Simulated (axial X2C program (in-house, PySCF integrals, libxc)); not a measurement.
# SbCl: from the state search to constants

Aim: find the lowest determinant of SbCl, scan the bond at several levels and fit the constants, once spin-free and once with spin–orbit coupling.

Method: all-electron X2C, Sb dyall-cv3z, Cl dyall-av3z; program: an in-house X2C program for linear molecules on PySCF integrals.

All values are calculated.

## (1) Input

Input file task.json:

```json
{"zs": [51, 17], "q": 0, "bas": ["dyall-cv3z", "dyall-av3z"], "levels": ["PBE0", "HF", "BHandHLYP"], "cc": true, "r0": 2.39, "thr": -2.0, "nmax": 110, "npts": 10, "nst": 2, "ntry": 8}
```

Keys: zs atomic numbers; q charge; bas basis sets; levels methods (HF also brings MP2); cc coupled cluster on or off; r0 starting distance in Å; thr threshold in hartree for freezing inner shells (an s shell follows its p shell); nmax most natural virtual spinors; npts points asked for on the curve; nst determinants followed; ntry starts of the search.

Run with:

```
python so2c.py task.json out
```

Spin-free means the one-electron spin-free X2C Hamiltonian; two-component (2c) means X2C with spin–orbit coupling and atomic mean-field two-electron Coulomb and Gaunt terms. Basis: Sb dyall-cv3z contracted to [11s12p8d4f1g], Cl dyall-av3z contracted to [9s8p3d2f]; Gaussian nuclei, density fitting. Masses: Sb 120.904 u, Cl 34.969 u.

Notation: σ, π±, δ± give the projection m of an orbital's angular momentum (0, ±1, ±2), α and β its spin, Λ and M_S the sums; ω is the projection of a spinor's total angular momentum and Ω the sum. Logs are in hartree.

The results follow Hamiltonian by Hamiltonian and level by level.

## (2) State search with PBE0

Determinants are compared with PBE0 at 2.390 Å.

Spin-free determinants:

```tsv
ΔE (eV)	state	open shells
0.00	M_S = 1, Λ = 0	beyond closed shells: π+α, π-α
0.81	M_S = 0, Λ = 0	beyond closed shells: π+β, π-α
0.81	M_S = 0, Λ = 2	beyond closed shells: π+α, π+β
2.71	M_S = 1, Λ = 1	beyond closed shells: σα, π+α
3.00	M_S = 0, Λ = 1	beyond closed shells: σα, π+β
4.94	M_S = 1, Λ = 1	beyond closed shells: σα, π+α, π+β, π-α
5.07	M_S = 1, Λ = 2	beyond closed shells: 2 × π+α, 2 × π+β, 2 × π-α
```

Two-component determinants:

```csv
ΔE (eV),state,open shells
0.00,Ω = 1,"excess of +ω over −ω: ω = -1/2, ω = 3/2"
0.40,Ω = 0,closed shell
0.80,Ω = 2,"excess of +ω over −ω: ω = 1/2, ω = 3/2"
1.21,Ω = 0,closed shell
2.81,Ω = 1,excess of +ω over −ω: 2 × ω = 1/2
4.79,Ω = 3,excess of +ω over −ω: 2 × ω = 3/2
5.28,Ω = 1,excess of +ω over −ω: 2 × ω = 1/2
```

## (3) PBE0, spin-free

State followed: M_S = 1, Λ = 0 (beyond closed shells: π+α, π-α). The scan is laid around 2.354 Å, a first estimate of the minimum, and this SCF restarts from the orbitals of the search.

The SCF at the reference distance of 2.354 Å:

```text
spin-free X2C-1e  PBE0
basis functions 186  fitting functions 958  grid points 5079
iter        total energy     max residual
   1      -6941.139036564     1.49e+00
   2      -6942.014830127     1.31e-02
   3      -6942.014501289     1.53e-02
   4      -6942.018836109     1.50e-03
   5      -6942.018870788     7.18e-04
   6      -6942.018885635     1.44e-04
   7      -6942.018886232     6.10e-05
   8      -6942.018886349     1.18e-05
   9      -6942.018886353     4.58e-06
  10      -6942.018886354     1.12e-06
converged
one-electron -9926.76183910  Coulomb 2989.93455880  exact exchange -49.26373695  xc functional -150.82873651  nuclear repulsion 194.90086740
```

Along the bond, energies from the lowest point:

| R (Å) | E (eV) | μ (D) | HOMO (eV) | LUMO (eV) | iterations |
| --- | --- | --- | --- | --- | --- |
| 2.048 | 0.9450 | -0.38 | -5.86 | -2.53 | 11 |
| 2.142 | 0.3786 | -0.92 | -6.05 | -2.68 | 11 |
| 2.213 | 0.1432 | -1.33 | -6.18 | -2.80 | 11 |
| 2.283 | 0.0270 | -1.74 | -6.31 | -2.91 | 11 |
| 2.354 | 0.0000 | -2.14 | -6.44 | -3.01 | 10 |
| 2.436 | 0.0512 | -2.59 | -6.58 | -3.13 | 11 |
| 2.519 | 0.1655 | -3.03 | -6.72 | -3.24 | 11 |
| 2.625 | 0.3730 | -3.58 | -6.88 | -3.38 | 12 |
| 2.754 | 0.6788 | -4.21 | -7.06 | -3.53 | 12 |
| 2.942 | 1.1578 | -5.02 | -7.27 | -4.02 | 13 |

Dipoles are positive if Cl is the positive end.

Outer orbitals at the reference distance:

```tsv
symmetry	occupied	ε (eV)	atomic character
σα	yes	-22.91	84% Cl s, 6% Sb p, 5% Sb s
σβ	yes	-22.72	84% Cl s, 6% Sb p, 4% Sb d
σα	yes	-15.60	66% Sb s, 22% Cl p, 6% Cl s
σβ	yes	-14.10	59% Sb s, 30% Cl p, 6% Cl s
σα	yes	-10.12	57% Cl p, 27% Sb p, 10% Sb s
σβ	yes	-9.67	50% Cl p, 26% Sb p, 18% Sb s
π-α	yes	-9.66	85% Cl p, 12% Sb p
π+α	yes	-9.66	85% Cl p, 12% Sb p
π+β	yes	-9.28	91% Cl p, 5% Sb p, 2% Sb d
π-β	yes	-9.28	91% Cl p, 5% Sb p, 2% Sb d
π+α	yes	-6.44	80% Sb p, 12% Cl p, 5% Cl d
π-α	yes	-6.44	80% Sb p, 12% Cl p, 5% Cl d
π+β	no	-3.01	85% Sb p, 7% Cl p, 6% Cl d
π-β	no	-3.01	85% Sb p, 7% Cl p, 6% Cl d
σα	no	-1.87	55% Sb p, 15% Cl p, 14% Sb d
σβ	no	-1.29	56% Sb p, 14% Cl p, 13% Sb d
```

PBE0 fields in the half plane through the axis: z from -2.4 to 4.5 Å across, distance from the axis 0.15 to 2.25 Å upwards; Sb lies at z = 0 and Cl at z = 2.354 Å; the ELF is damped to zero where the density is low.

log10 density (e/bohr³). Ten even steps from ' ' (-4.68 ) to '@' (1.83 ):
```
  ....::::::::----::::::::::::::::::......      
....::::::--------------::::::----::::::......  
....::::----========--------------------::::..  
..::::----============================----::....
..::----====++++++++========++++++++====----::..
::::----==++++******++++++++++++**++++====--::..
::::--====++**######**++++++********++++==--::::
::::--====++**%%@@%%**++++++**##@@##**++==----::
```

ELF. Ten even steps from ' ' (0.00 ) to '@' (0.90 ):
```
      ..==**######**--..                        
    ..--**%%@@@@@@%%++::      ..::::::..        
    ::++##@@@@@@@@%%**::....::==++++==--..      
  ..--**%%@@@@@@@@%%**--..::++##%%%%##++--..    
  ..--**%%%%##++++++==----++##@@@@@@%%##==::    
  ..--**##++--------::::==##@@@@@@@@@@%%**--..  
  ..--****----##%%##--::++%%%%::..++@@%%**--..  
  ..--++++--**++%%++**..++%%==##%%..%%%%**--..  
```

Re = 2.344 Å, ωe = 372 cm⁻¹, ωexe = 1.12 cm⁻¹, Be = 0.1131 cm⁻¹, De = 3.19 eV, μ = -2.08 D.

## (4) HF, spin-free

Output at 2.354 Å:

```text
spin-free X2C-1e  HF
basis functions 186  fitting functions 958  grid points 5079
iter        total energy     max residual
   1      -6938.981360688     3.81e-01
   2      -6939.007631539     6.26e-03
   3      -6939.008684393     1.65e-03
   4      -6939.008869755     1.17e-03
   5      -6939.008934758     6.48e-04
   6      -6939.008964023     3.22e-04
   7      -6939.008972164     2.04e-04
   8      -6939.008974307     9.43e-05
   9      -6939.008974726     5.42e-05
  10      -6939.008974937     1.83e-05
  11      -6939.008974965     5.57e-06
  12      -6939.008974967     9.66e-07
converged
one-electron -9925.46769572  Coulomb 2988.71312027  exact exchange -197.15526692  xc functional 0.00000000  nuclear repulsion 194.90086740
```

No constants are quoted: the dipole of the solution doesn't run smoothly along the scan, a sign that its character may change, so the fit is set aside.

## (5) BHandHLYP, spin-free

Output at 2.354 Å:

```text
spin-free X2C-1e  BHandHLYP
basis functions 186  fitting functions 958  grid points 5079
iter        total energy     max residual
   1      -6942.499230620     1.10e-01
   2      -6942.501246815     1.76e-03
   3      -6942.501276212     1.56e-03
   4      -6942.501357450     4.25e-04
   5      -6942.501362255     1.04e-04
   6      -6942.501362855     5.55e-05
   7      -6942.501363024     3.22e-05
   8      -6942.501363081     1.25e-05
   9      -6942.501363087     3.70e-06
  10      -6942.501363087     5.67e-07
converged
one-electron -9926.68264217  Coulomb 2989.88506958  exact exchange -98.54802563  xc functional -102.05663227  nuclear repulsion 194.90086740
```

Re = 2.349 Å, ωe = 372 cm⁻¹, ωexe = 1.1 cm⁻¹, Be = 0.1126 cm⁻¹, De = 2.94 eV, μ = -2.32 D.

## (6) Correlated methods, spin-free

Correlated methods: 22 electrons correlated (frozen shells, counted by type: Sb 4 s, 3 p, 1 d; Cl 2 s, 1 p), 256 virtual spinors in MP2, 110 natural virtuals in coupled cluster.

Output of the correlated part at 2.354 Å:

```text
correlated 22  virtual 256  natural virtual 110  E(MP2) -0.756588590  MP2 remainder -0.073679753
iter   CCSD correlation   residual
   1     -0.651485067   1.27e-01
   2     -0.665113639   4.09e-02
   3     -0.666965305   1.58e-02
   4     -0.666855419   6.06e-03
   5     -0.666925688   2.60e-03
   6     -0.666945052   8.44e-04
   7     -0.666940934   3.23e-04
   8     -0.666944343   1.16e-04
   9     -0.666941660   4.02e-05
  10     -0.666941944   1.05e-05
  11     -0.666941773   3.86e-06
  12     -0.666941772   1.33e-06
(T) -0.017881259  T1 0.0184  D1 0.0548  max T2 0.074
```

T1 in the output is the amplitude norm over the root of the electron number; divide by √2 for the Lee–Taylor value.

MP2: No constants are quoted: the dipole of the HF reference doesn't run smoothly along the scan, a sign that its character may change, so the fit is set aside.

CCSD: No constants are quoted: the dipole of the HF reference doesn't run smoothly along the scan, a sign that its character may change, so the fit is set aside.

CCSD(T): No constants are quoted: the dipole of the HF reference doesn't run smoothly along the scan, a sign that its character may change, so the fit is set aside.

## (7) A higher determinant, spin-free

State: M_S = 0, Λ = 0 (beyond closed shells: π+β, π-α).

Output at the reference distance:

```text
spin-free X2C-1e  PBE0
basis functions 186  fitting functions 958  grid points 5079
iter        total energy     max residual
   1      -6941.108863968     1.48e+00
   2      -6941.985194213     1.30e-02
   3      -6941.984648746     1.52e-02
   4      -6941.989255780     1.64e-03
   5      -6941.989303062     8.59e-04
   6      -6941.989328491     1.57e-04
   7      -6941.989329209     6.00e-05
   8      -6941.989329348     9.18e-06
   9      -6941.989329351     1.55e-06
  10      -6941.989329351     1.85e-07
converged
one-electron -9926.52058224  Coulomb 2989.67945855  exact exchange -49.24944834  xc functional -150.79962474  nuclear repulsion 194.90086740
```

| R (Å) | E above the lowest PBE0 point (eV) |
| --- | --- |
| 2.048 | 1.712 |
| 2.142 | 1.157 |
| 2.213 | 0.930 |
| 2.283 | 0.823 |
| 2.354 | 0.804 |
| 2.436 | 0.866 |
| 2.519 | 0.990 |
| 2.625 | 1.209 |
| 2.754 | 1.530 |

Re = 2.335 Å, ωe = 379 cm⁻¹, ωexe = 1.12 cm⁻¹, Be = 0.114 cm⁻¹, μ = -1.84 D. ⟨S²⟩ = 1.00 against 0.00 for a pure state, so this determinant mixes spins. Te = 0.80 eV. As a difference of two determinants it need not be a gap between pure terms.

## (8) The spin-free curves together

Energy (eV) of the followed determinant, spin-free, from each level's lowest point:

| R (Å) | PBE0 | HF (dipole not smooth) | MP2 (HF's dipole not smooth) | CCSD (HF's dipole not smooth) | CCSD(T) (HF's dipole not smooth) | BHandHLYP |
| --- | --- | --- | --- | --- | --- | --- |
| 2.048 | 0.945 | 1.053 | 0.940 | n/a | n/a | 0.983 |
| 2.142 | 0.379 | 0.440 | 0.376 | 0.408 | 0.410 | 0.400 |
| 2.213 | 0.143 | 0.178 | 0.141 | 0.160 | 0.162 | 0.156 |
| 2.283 | 0.027 | 0.042 | 0.026 | 0.035 | 0.037 | 0.033 |
| 2.354 | 0.000 | 0.000 | 0.000 | 0.000 | 0.000 | 0.000 |
| 2.436 | 0.051 | 0.039 | 0.052 | 0.044 | 0.040 | 0.046 |
| 2.519 | 0.165 | 0.145 | 0.167 | 0.153 | 0.145 | 0.157 |
| 2.625 | 0.373 | 0.347 | 0.375 | 0.355 | 0.342 | 0.363 |
| 2.754 | 0.679 | 0.650 | 0.684 | n/a | n/a | 0.668 |
| 2.942 | 1.158 | 1.103 | 1.273 | n/a | n/a | 1.153 |

## (9) PBE0, 2c

State followed: Ω = 1 (excess of +ω over −ω: ω = -1/2, ω = 3/2). The scan is laid around 2.354 Å, a first estimate of the minimum, and this SCF restarts from the orbitals of the search.

The SCF at the reference distance of 2.354 Å:

```text
two-component X2C + atomic mean field  PBE0
basis functions 186  fitting functions 958  grid points 5079
iter        total energy     max residual
   1      -6938.329723976     1.49e+00
   2      -6939.213195004     1.30e-02
   3      -6939.212856068     1.52e-02
   4      -6939.217187612     1.50e-03
   5      -6939.217222414     7.17e-04
   6      -6939.217237513     1.45e-04
   7      -6939.217238112     6.15e-05
   8      -6939.217238229     1.20e-05
   9      -6939.217238234     4.74e-06
  10      -6939.217238234     1.19e-06
converged
one-electron -9918.68069231  Coulomb 2988.39803693  exact exchange -49.23608465  xc functional -150.74852178  nuclear repulsion 194.90086740  atomic mean-field constant -3.85084383
```

Along the bond, energies from the lowest point:

| R (Å) | E (eV) | μ (D) | HOMO (eV) | LUMO (eV) | iterations |
| --- | --- | --- | --- | --- | --- |
| 2.048 | 0.9546 | -0.37 | -5.66 | -2.71 | 11 |
| 2.142 | 0.3853 | -0.92 | -5.84 | -2.87 | 11 |
| 2.213 | 0.1477 | -1.33 | -5.98 | -2.99 | 11 |
| 2.283 | 0.0293 | -1.74 | -6.10 | -3.11 | 11 |
| 2.354 | 0.0000 | -2.14 | -6.23 | -3.22 | 10 |
| 2.436 | 0.0485 | -2.59 | -6.37 | -3.35 | 11 |
| 2.519 | 0.1600 | -3.04 | -6.50 | -3.48 | 11 |
| 2.625 | 0.3638 | -3.58 | -6.66 | -3.64 | 12 |
| 2.754 | 0.6649 | -4.21 | -6.84 | -3.84 | 12 |
| 2.942 | 1.1363 | -5.01 | -7.06 | -4.19 | 13 |

Dipoles are positive if Cl is the positive end.

Outer spinors at the reference distance:

```csv
ω,occupied,ε (eV),atomic character,λ mixture
1/2,yes,-22.91,"84% Cl s, 6% Sb p, 5% Sb s",100% σ
-1/2,yes,-22.73,"84% Cl s, 6% Sb p, 4% Sb d",100% σ
1/2,yes,-15.59,"66% Sb s, 22% Cl p, 6% Cl s",100% σ
-1/2,yes,-14.10,"59% Sb s, 30% Cl p, 6% Cl s",100% σ
1/2,yes,-10.11,"57% Cl p, 28% Sb p, 10% Sb s",100% σ
-1/2,yes,-9.74,"73% Cl p, 19% Sb p, 5% Sb s","74% π, 26% σ"
-1/2,yes,-9.66,"61% Cl p, 21% Sb p, 14% Sb s","74% σ, 26% π"
3/2,yes,-9.60,"86% Cl p, 11% Sb p, 2% Sb d",100% π
1/2,yes,-9.32,"90% Cl p, 6% Sb p, 2% Sb d",100% π
-3/2,yes,-9.24,"91% Cl p, 5% Sb p, 2% Sb d",100% π
-1/2,yes,-6.64,"78% Sb p, 14% Cl p, 5% Cl d","99% π, 1% σ"
3/2,yes,-6.23,"81% Sb p, 11% Cl p, 5% Cl d",100% π
1/2,no,-3.22,"84% Sb p, 8% Cl p, 6% Cl d","98% π, 2% σ"
-3/2,no,-2.83,"85% Sb p, 6% Cl p, 6% Cl d",100% π
1/2,no,-1.84,"56% Sb p, 15% Cl p, 14% Sb d","98% σ, 2% π"
-1/2,no,-1.28,"56% Sb p, 14% Cl p, 13% Sb d",100% σ
```

PBE0 fields in the half plane through the axis: z from -2.4 to 4.5 Å across, distance from the axis 0.15 to 2.25 Å upwards; Sb lies at z = 0 and Cl at z = 2.354 Å; the ELF is damped to zero where the density is low.

log10 density (e/bohr³). Ten even steps from '0' (-4.68 ) to '9' (1.83 ):
```
011222233222222222111000
112223333333222332221110
112233444433333333332210
122334444444444444433211
123344555544445555443321
223345566655555565544321
223445677765556666554322
223445689865556797654332
```

ELF. Ten even steps from '0' (0.00 ) to '9' (0.90 ):
```
000146777631000000000000
001368999852000122210000
002579999862112455431000
013689998863125788753100
013688755543357999874200
013675333322479999986310
013663378732588215986310
013553658561584781886310
```

Re = 2.346 Å, ωe = 370 cm⁻¹, ωexe = 1.13 cm⁻¹, Be = 0.1129 cm⁻¹, De = 3.13 eV, μ = -2.09 D.

## (10) HF, 2c

Output at 2.354 Å:

```text
two-component X2C + atomic mean field  HF
basis functions 186  fitting functions 958  grid points 5079
iter        total energy     max residual
   1      -6936.176970404     3.80e-01
   2      -6936.203275126     6.26e-03
   3      -6936.204338164     1.64e-03
   4      -6936.204526107     1.17e-03
   5      -6936.204592078     6.43e-04
   6      -6936.204621717     3.21e-04
   7      -6936.204629908     2.04e-04
   8      -6936.204632076     9.41e-05
   9      -6936.204632498     5.40e-05
  10      -6936.204632709     1.85e-05
  11      -6936.204632738     5.67e-06
  12      -6936.204632739     9.85e-07
converged
one-electron -9917.38114874  Coulomb 2987.17112213  exact exchange -197.04462970  xc functional 0.00000000  nuclear repulsion 194.90086740  atomic mean-field constant -3.85084383
```

No constants are quoted: the dipole of the solution doesn't run smoothly along the scan, a sign that its character may change, so the fit is set aside.

## (11) BHandHLYP, 2c

Output at 2.354 Å:

```text
two-component X2C + atomic mean field  BHandHLYP
basis functions 186  fitting functions 958  grid points 5079
iter        total energy     max residual
   1      -6939.696633350     1.10e-01
   2      -6939.698655207     1.76e-03
   3      -6939.698685282     1.55e-03
   4      -6939.698767256     4.18e-04
   5      -6939.698772164     1.00e-04
   6      -6939.698772798     5.23e-05
   7      -6939.698772971     3.03e-05
   8      -6939.698773026     1.20e-05
   9      -6939.698773031     3.76e-06
  10      -6939.698773032     6.66e-07
converged
one-electron -9918.60147113  Coulomb 2988.34850590  exact exchange -98.49271842  xc functional -102.00311296  nuclear repulsion 194.90086740  atomic mean-field constant -3.85084383
```

Re = 2.352 Å, ωe = 369 cm⁻¹, ωexe = 1.11 cm⁻¹, Be = 0.1124 cm⁻¹, De = 2.84 eV, μ = -2.33 D.

## (12) MP2 and beyond, 2c

Correlated methods: 22 electrons correlated (frozen shells, counted by type: Sb 4 s, 3 p, 1 d; Cl 2 s, 1 p), 256 virtual spinors in MP2, 110 natural virtuals in coupled cluster.

Output of the correlated part at 2.354 Å:

```text
correlated 22  virtual 256  natural virtual 110  E(MP2) -0.756534847  MP2 remainder -0.073646570
iter   CCSD correlation   residual
   1     -0.651458069   1.27e-01
   2     -0.665070861   4.08e-02
   3     -0.666912428   1.57e-02
   4     -0.666802657   6.05e-03
   5     -0.666872798   2.61e-03
   6     -0.666892052   8.57e-04
   7     -0.666887853   3.32e-04
   8     -0.666891358   1.22e-04
   9     -0.666888518   4.39e-05
  10     -0.666888832   1.35e-05
  11     -0.666888631   6.32e-06
  12     -0.666888640   2.96e-06
(T) -0.017861205  T1 0.0184  D1 0.0544  max T2 0.071
```

MP2: No constants are quoted: the dipole of the HF reference doesn't run smoothly along the scan, a sign that its character may change, so the fit is set aside.

CCSD: No constants are quoted: the dipole of the HF reference doesn't run smoothly along the scan, a sign that its character may change, so the fit is set aside.

CCSD(T): No constants are quoted: the dipole of the HF reference doesn't run smoothly along the scan, a sign that its character may change, so the fit is set aside.

## (13) A higher determinant, 2c

State: Ω = 0 (closed shell).

Output at the reference distance:

```text
two-component X2C + atomic mean field  PBE0
basis functions 186  fitting functions 958  grid points 5079
iter        total energy     max residual
   1      -6938.314235255     1.49e+00
   2      -6939.198603190     1.30e-02
   3      -6939.198063966     1.52e-02
   4      -6939.202677191     1.59e-03
   5      -6939.202720904     8.08e-04
   6      -6939.202743699     1.53e-04
   7      -6939.202744378     5.66e-05
   8      -6939.202744508     8.85e-06
   9      -6939.202744511     1.60e-06
  10      -6939.202744512     4.34e-07
converged
one-electron -9918.77386315  Coulomb 2988.47097424  exact exchange -49.22404873  xc functional -150.72583044  nuclear repulsion 194.90086740  atomic mean-field constant -3.85084383
```

| R (Å) | E above the lowest PBE0 point (eV) |
| --- | --- |
| 2.048 | 1.343 |
| 2.142 | 0.775 |
| 2.213 | 0.539 |
| 2.283 | 0.422 |
| 2.354 | 0.394 |
| 2.436 | 0.444 |
| 2.519 | 0.557 |
| 2.625 | 0.762 |
| 2.754 | 1.063 |

Re = 2.345 Å, ωe = 371 cm⁻¹, ωexe = 1.15 cm⁻¹, Be = 0.113 cm⁻¹, μ = -2.04 D. Te = 0.39 eV. As a difference of two determinants it need not be a gap between pure terms.

## (14) The 2c curves together

Energy (eV) of the followed determinant, 2c, from each level's lowest point:

| R (Å) | PBE0 | HF (dipole not smooth) | MP2 (HF's dipole not smooth) | CCSD (HF's dipole not smooth) | CCSD(T) (HF's dipole not smooth) | BHandHLYP |
| --- | --- | --- | --- | --- | --- | --- |
| 2.048 | 0.955 | 1.062 | 0.950 | n/a | n/a | 0.993 |
| 2.142 | 0.385 | 0.446 | 0.383 | 0.414 | 0.417 | 0.408 |
| 2.213 | 0.148 | 0.183 | 0.146 | 0.165 | 0.167 | 0.161 |
| 2.283 | 0.029 | 0.044 | 0.029 | 0.037 | 0.039 | 0.035 |
| 2.354 | 0.000 | 0.000 | 0.000 | 0.000 | 0.000 | 0.000 |
| 2.436 | 0.049 | 0.036 | 0.049 | 0.041 | 0.038 | 0.043 |
| 2.519 | 0.160 | 0.139 | 0.161 | 0.148 | 0.140 | 0.151 |
| 2.625 | 0.364 | 0.337 | 0.367 | 0.347 | 0.334 | 0.352 |
| 2.754 | 0.665 | 0.636 | 0.673 | n/a | n/a | 0.652 |
| 2.942 | 1.136 | 1.078 | 1.256 | n/a | n/a | 1.127 |

Time for the job: 15 min (1 thread of Arm Neoverse N1, shared host); peak memory 2.1 GiB.

## (15) Results

Lowest determinant that the search found at its distance, spin-free: M_S = 1, Λ = 0 (beyond closed shells: π+α, π-α).

Lowest determinant that the search found at its distance, 2c: Ω = 1 (excess of +ω over −ω: ω = -1/2, ω = 3/2).

```csv
Hamiltonian,level,Re (Å),ωe (cm⁻¹),De (eV),μ (D)
spin-free,PBE0,2.344,372,3.19,-2.08
spin-free,BHandHLYP,2.349,372,2.94,-2.32
2c,PBE0,2.346,370,3.13,-2.09
2c,BHandHLYP,2.352,369,2.84,-2.33
```

Dipoles are positive if Cl is the positive end. No constants: spin-free HF (the dipole of the solution doesn't run smoothly along the scan, a sign that its character may change, so the fit is set aside); spin-free MP2 (the dipole of the HF reference doesn't run smoothly along the scan, a sign that its character may change, so the fit is set aside); spin-free CCSD (the dipole of the HF reference doesn't run smoothly along the scan, a sign that its character may change, so the fit is set aside); spin-free CCSD(T) (the dipole of the HF reference doesn't run smoothly along the scan, a sign that its character may change, so the fit is set aside); 2c HF (the dipole of the solution doesn't run smoothly along the scan, a sign that its character may change, so the fit is set aside); 2c MP2 (the dipole of the HF reference doesn't run smoothly along the scan, a sign that its character may change, so the fit is set aside); 2c CCSD (the dipole of the HF reference doesn't run smoothly along the scan, a sign that its character may change, so the fit is set aside); 2c CCSD(T) (the dipole of the HF reference doesn't run smoothly along the scan, a sign that its character may change, so the fit is set aside).

Time per point (s) on 1 thread of Arm Neoverse N1, shared host (2c runs); the times are rough: PBE0 1.3, BHandHLYP 1.4.

In words: At PBE0, going from spin-free to two-component changes Re by +2 mÅ, ωe by -0.5 %; the spin-free picture holds up (part of it comes from the scalar share of the two-electron terms). De moves by -0.06 eV; both De rest on single-determinant atoms, which can miss part of an open shell's spin–orbit lowering.

De refers to Sb + Cl, each in the lowest determinant found, which need not be this curve's own limit. Each curve is one determinant whose occupation by symmetry is held fixed; it was picked as the lowest of a PBE0 search that is not exhaustive. De is counted from the lowest determinant-based energies of the atoms at the same level, without counterpoise correction. Density functionals use the spin component along the axis (collinear). With several unpaired electrons one determinant need not be a pure state.
